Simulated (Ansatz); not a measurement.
**H5InOSi: one species, many methods**

One table from this session's results is given with a row withheld; the runs are named, their logs left out.

Computed with Ansatz 0.2.0, Gaussian basis. Level: functionals in def2-TZVPP, the program's frozen cores in correlated methods.

Levels to be run: LDA (SPW92), PBE-D4, revPBE-D4, BLYP-D4, r2SCAN-D4, B97M-V, PBE0-D4, B3LYP-D4, r2SCANh-D4, r2SCAN0-D4, HSE06-D4, BHLYP-D4, CAM-B3LYP-D4, LC-ωPBE, ωB97X-V, ωB97M-V, B2PLYP, PBE-QIDH; CCSD(T)/def2-SVP; CCSD(T)/def2-TZVPP; MP2/def2-QZVPP; extrapolation to the limit; RPA on PBE.

1 further run of the same task is left out (it didn't finish).

### The relaxed structure

An earlier PBE0-D4 in a triple-zeta def2 set relaxation fixed the geometry. In takes the def2 core potential; no spin-orbit term is included.

SMILES `[SiH3][O][InH2]`, 8 atoms, charge 0, spin multiplicity 1.

Atoms are counted from 1 here; the program's logs count them from 0.

Bond lengths: Si1–O2 1.622 Å, Si1–H4 1.496 Å, Si1–H5 1.490 Å, Si1–H6 1.491 Å, O2–In3 1.992 Å, In3–H7 1.702 Å, In3–H8 1.706 Å. Angles: O2–Si1–H4 111.8°, O2–Si1–H5 110.7°, O2–Si1–H6 110.8°, H4–Si1–H5 107.6°, H4–Si1–H6 107.6°, H5–Si1–H6 108.1°, Si1–O2–In3 138.5°, O2–In3–H7 110.2°, O2–In3–H8 112.5°, H7–In3–H8 137.3°.

Set-up of the first run:

Input file in.yaml:

```yaml
crystal:
  periodic: [false, false, false]
  atoms:
    - {symbol: Si, position_ang: [-0.753017, 1.124268, -0.423602]}
    - {symbol: O, position_ang: [0.586498, 0.344762, 0.055142]}
    - {symbol: In, position_ang: [1.131673, -1.494713, 0.592678]}
    - {symbol: H, position_ang: [-1.935625, 0.210434, -0.485378]}
    - {symbol: H, position_ang: [-0.565358, 1.712285, -1.780280]}
    - {symbol: H, position_ang: [-1.085680, 2.230219, 0.518632]}
    - {symbol: H, position_ang: [2.789725, -1.527857, 0.974429]}
    - {symbol: H, position_ang: [-0.168215, -2.599408, 0.548388]}
basis:
  gaussian: {orbitals: def2-TZVPP}
hamiltonian: {xc: lda}
output: {orbitals: {seedname: orbitals}}
```

Among the steps run: LDA; PBE-D4 (GGA); revPBE-D4 (GGA); BLYP-D4 (GGA); r2SCAN-D4 (meta-GGA); B97M-V (meta-GGA); PBE0-D4 (hybrid); B3LYP-D4 (hybrid); r2SCANh-D4 (hybrid); r2SCAN0-D4 (hybrid); HSE06-D4 (hybrid); BHLYP-D4 (hybrid); CAM-B3LYP-D4 (range-separated); LC-ωPBE (range-separated); ωB97X-V (range-separated); ωB97M-V (range-separated); B2PLYP (double hybrid); PBE-QIDH (double hybrid).

One of the session's tables, all rows but one given; the rest of the session is left out.

It belongs to the step «Frontier levels by functional». 

```
  functional  HOMO (eV)  LUMO (eV)  gap (eV)
 LDA (SPW92)      -6.78      -2.77      4.01
      PBE-D4      -6.67      -2.52      4.15
   revPBE-D4      -6.62      -2.41      4.21
     BLYP-D4      -6.58      -2.50      4.08
   r2SCAN-D4      -6.98      -2.22      4.76
      B97M-V      -7.13      -2.56      4.57
     PBE0-D4      -8.05      -1.79      6.26
    B3LYP-D4      -7.85      -2.09      5.76
  r2SCANh-D4      -7.50      -1.97      5.53
  r2SCAN0-D4      -8.27      -1.60      6.67
    HSE06-D4      -7.65      -2.15      5.50
    BHLYP-D4      -9.38      -1.18      8.20
CAM-B3LYP-D4      -9.46      -1.02      8.44
     LC-ωPBE     -10.78       0.10     10.87
     ωB97X-V          ?          ?         ?
     ωB97M-V     -10.34      -0.35      9.99
```

**Question.** Estimate the row for ωB97X-V.

As computed: HOMO (eV): -10.46; LUMO (eV): -0.04; gap (eV): 10.42. In the column «HOMO (eV)» it lies between LC-ωPBE (-10.78) and ωB97M-V (-10.34).
